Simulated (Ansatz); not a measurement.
# H6O4Si: the cost of one run

Program: Ansatz 0.2.0. Level of theory: RKS PBE0/def2-SVP. These are calculated values, not measurements.

**1. The system as given**

Bond lengths: Si1–O3 1.680 Å, O3–H4 1.010 Å, Si1–O5 1.679 Å, O5–H6 1.010 Å, Si1–O7 1.679 Å, O7–H8 1.010 Å, Si1–O9 1.980 Å, O9–H10 1.010 Å. Angles: Si1–O3–H4 109.5°, O3–Si1–O5 109.5°, O3–Si1–O7 109.5°, O3–Si1–O9 67.1°, O5–Si1–O7 109.5°, O5–Si1–O9 72.9°, O7–Si1–O9 176.5°, Si1–O5–H6 109.5°, Si1–O7–H8 109.5°, Si1–O9–H10 109.5°.

Coordinates:

```xyz
11

Si    0.0000    0.0000    0.0000
H     0.0000    0.0000    1.8100
O     1.5842    0.0000   -0.5594
H     1.9006   -0.9521   -0.6761
O    -0.7913    1.3709   -0.5594
H    -1.7491    1.1401   -0.7818
O    -0.7913   -1.3709   -0.5594
H    -1.2459   -1.8365    0.2129
O     1.0384    1.5660    0.6243
H     1.8153    1.2522    1.1883
H     0.5308    0.8005    1.7351
```

**2. Pulling towards end A**

Springs on the bonds that form and break draw the guess towards this end; the thresholds are loose.

Contents of input.yaml:

```yaml
crystal:
  periodic: [false, false, false]
  atoms:
    - { symbol: Si, position_ang: [0.0, 0.0, 0.0] }
    - { symbol: H, position_ang: [0.0, 0.0, 1.81] }
    - { symbol: O, position_ang: [1.5842, 0.0, -0.5594] }
    - { symbol: H, position_ang: [1.9006, -0.9521, -0.6761] }
    - { symbol: O, position_ang: [-0.7913, 1.3709, -0.5594] }
    - { symbol: H, position_ang: [-1.7491, 1.1401, -0.7818] }
    - { symbol: O, position_ang: [-0.7913, -1.3709, -0.5594] }
    - { symbol: H, position_ang: [-1.2459, -1.8365, 0.2129] }
    - { symbol: O, position_ang: [1.0384, 1.566, 0.6243] }
    - { symbol: H, position_ang: [1.8153, 1.2522, 1.1883] }
    - { symbol: H, position_ang: [0.5308, 0.8005, 1.7351] }
basis:
  gaussian: { orbitals: def2-SVP }
hamiltonian:
  xc: pbe0
relax:
  f_tol: 0.15
  max_steps: 25
  restrain:
    - { distance: [0, 8], at: 2.88, k: 30.0 }
    - { distance: [10, 1], at: 1.86, k: 30.0 }
    - { distance: [0, 1], at: 1.46, k: 30.0 }
    - { distance: [10, 8], at: 1.01, k: 30.0 }
output:
  orbitals: {}
```

Command:

```bash
$ ansatz run input.yaml --threads 2 --pin off --max-ram 3072MiB --backend cpu --events-out ev --progress --plain --runs-dir out
```

What time and memory should one allow on 2 threads of Arm Neoverse V1, shared host?

About 33 s, with a peak of 0.22 GiB.
